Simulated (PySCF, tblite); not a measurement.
# C4H11BClN: geometry, infrared bands and NMR shifts

Aim: predict the infrared bands and NMR shifts of C4H11BClN (`CCCNB(C)Cl`).

Programs: tblite 0.8.0 and PySCF 2.14.0, with density-fitted response routines of our own. Each step states its level of theory. These are calculated values for one molecule in the gas phase, unless marked as measured. Atoms are numbered from 0 throughout.

## (1) The starting structure

18 atoms, charge 0, multiplicity 1; geometry from: force field or distance geometry start.

Bonds of the start (Å): C0–C1 1.52, C1–C2 1.51, C2–N3 1.41, N3–B4 1.52, B4–C5 1.61, B4–Cl6 1.86, C0–H7 1.09, C0–H8 1.11, C0–H9 1.11, C1–H10 1.11, C1–H11 1.10, C2–H12 1.11, C2–H13 1.13, N3–H14 1.05, C5–H15 1.09, C5–H16 1.11, C5–H17 1.13.

## (2) Relaxing the molecule with GFN2-xTB

What the job is given:

```
{"job": {"kind": "relax", "xc": "GFN2-xTB", "basis": "xTB"}, "charge": 0, "multiplicity": 1}
C     -2.781100    -0.186000    -0.046900
C     -1.385500    -0.480700     0.466800
C     -0.558500     0.756600     0.208000
N      0.791500     0.709200     0.606100
B      1.618300    -0.398800    -0.028300
C      3.094800     0.079600    -0.439200
Cl     1.397800    -2.170800     0.479600
H     -3.371000    -1.100100    -0.016400
H     -3.193100     0.639400     0.567900
H     -2.613400     0.190500    -1.081600
H     -1.428800    -0.734900     1.550700
H     -0.965600    -1.363500    -0.039300
H     -0.715000     0.983900    -0.868200
H     -1.032500     1.634400     0.728500
H      0.968100     0.800500     1.639600
H      3.721100    -0.810100    -0.498200
H      3.013100     0.651600    -1.389500
H      3.431200     0.805300     0.354200
```

Started as:

```console
$ OMP_NUM_THREADS=1 python probes_run.py task.json out
```

One launch serves the whole session: the jobs run in the order shown.

**Question.** This job is followed by: GFN2-xTB harmonic vibrations, gas phase; GIAO PBE0/pcSseg-1 NMR shielding, non-relativistic, gas phase. Predict these results of the whole session: strongest single infrared mode (GFN2-xTB); zero-point energy (GFN2-xTB); 13C shifts against TMS (PBE0/pcSseg-1); 1H shifts against TMS (PBE0/pcSseg-1, means over atoms taken as alike); 15N shifts against NH3 (PBE0/pcSseg-1); 11B shifts against BF3·OEt2 (PBE0/pcSseg-1); 35Cl shifts against HCl (PBE0/pcSseg-1).

The runs gave:

| quantity | value |
| --- | --- |
| strongest single infrared mode (GFN2-xTB) | 1462 cm⁻¹, 174 km/mol |
| zero-point energy (GFN2-xTB) | 95.3 kcal/mol |
| 13C shifts against TMS (PBE0/pcSseg-1) | 49.6, 32.0, 13.5, 6.8 ppm |
| 1H shifts against TMS (PBE0/pcSseg-1, means over atoms taken as alike) | 4.08, 3.30, 1.41, 0.99, 0.48 ppm |
| 15N shifts against NH3 (PBE0/pcSseg-1) | 136.2 ppm |
| 11B shifts against BF3·OEt2 (PBE0/pcSseg-1) | 36.8 ppm |
| 35Cl shifts against HCl (PBE0/pcSseg-1) | 85 ppm |

What this shows: The optimisation took 163 steps and gained 1.824 eV; among the close pairs (by a distance rule), N3–B4 changed most, from 1.521 to 1.384 Å. All 48 modes are real, so the xTB geometry is a minimum. The strongest single mode, at 1462 cm⁻¹, is spread over several atoms, N3, B4, H12, H14 among them. Unscaled tight-binding wavenumbers are off by several per cent, some by more. Its intensities can rank the bands wrongly. C2 (sp3 CH2 bonded to N) lies farthest downfield among carbon, at 49.6 ppm; deshielded by the electronegative neighbour. At PBE0/pcSseg-1: The largest span, 369 ppm, is at Cl6, where the paramagnetic term is -286 ppm.
